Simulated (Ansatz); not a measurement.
# Mg2Ge3N: the cost of one run

Program: Ansatz 0.2.0. Level of theory: DFT PBE, scalar-relativistic, plane waves, PAW. These are calculated values, not measurements.

**1. The starting structure**

It takes space group P-4m2 (No. 115, tetragonal). The conventional cell has a = 3.574 Å, b = 3.574 Å, c = 7.888 Å, α = 90.00°, β = 90.00°, γ = 90.00°. Mg (site symmetry 2mm) is surrounded by 7 Ge at 2.70 to 2.78 Å and 2 N at 2.74 Å. Ge (site symmetry -4m2) is surrounded by 4 N at 2.53 Å and 4 Mg at 2.74 Å. Around Ge (site symmetry 2mm) lie 5 Mg at 2.70 to 2.78 Å. N (site symmetry -4m2) has 4 Ge at 2.53 Å and 4 Mg at 2.74 Å as nearest neighbours.

Structure file:

```
CELL_PARAMETERS angstrom
3.57389 0.00000 0.00000
0.00000 3.57389 0.00000
0.00000 0.00000 7.88815
ATOMIC_POSITIONS crystal
Mg 0.00000 0.50000 0.73650
Mg 0.50000 0.00000 0.26350
Ge 0.50000 0.50000 0.00000
Ge 0.00000 0.50000 0.38350
Ge 0.50000 0.00000 0.61650
N 0.00000 0.00000 0.00000
```

A structure generator made this guess: species swapped into a database cell of Zr2CuSb3 (P-4m2, No. 115), with Mg on the Zr sites, N on the Cu sites and Ge on the Sb sites. Lengths come from tabulated atomic sizes and are only a guess.

**2. The guess as it stands, on a coarse mesh**

input.yaml

```yaml
crystal:
  lattice:
    - [3.57388952, 0.0, 0.0]
    - [0.0, 3.57388952, 0.0]
    - [0.0, 0.0, 7.88815204]
  atoms:
    - { symbol: Mg, position: [0.0, 0.5, 0.73650002] }
    - { symbol: Mg, position: [0.5, 0.0, 0.26349998] }
    - { symbol: Ge, position: [0.5, 0.5, 0.0] }
    - { symbol: Ge, position: [0.0, 0.5, 0.38350001] }
    - { symbol: Ge, position: [0.5, 0.0, 0.61649999] }
    - { symbol: "N", position: [0.0, 0.0, 0.0] }
basis:
  ecutwfc: 420
kpoints:
  mp_grid: { grid: [6, 6, 2] }
hamiltonian:
  xc: pbe
scf:
  occupations: { method: gaussian, width: 0.1 }
  lower_state_search: "off"
output:
  forces: true
  stress: true
  eigenvalues: true
```

Started as:

```
ansatz run input.yaml --threads 1 --pin off --max-ram 2560MiB --backend cpu --events-out ev --progress --plain --runs-dir out
```

Q: Estimate wall time and peak memory on 1 thread of Intel Xeon at 2.50GHz (Skylake/Cascade Lake), shared host.

About 11 s, with a peak of 0.36 GiB.
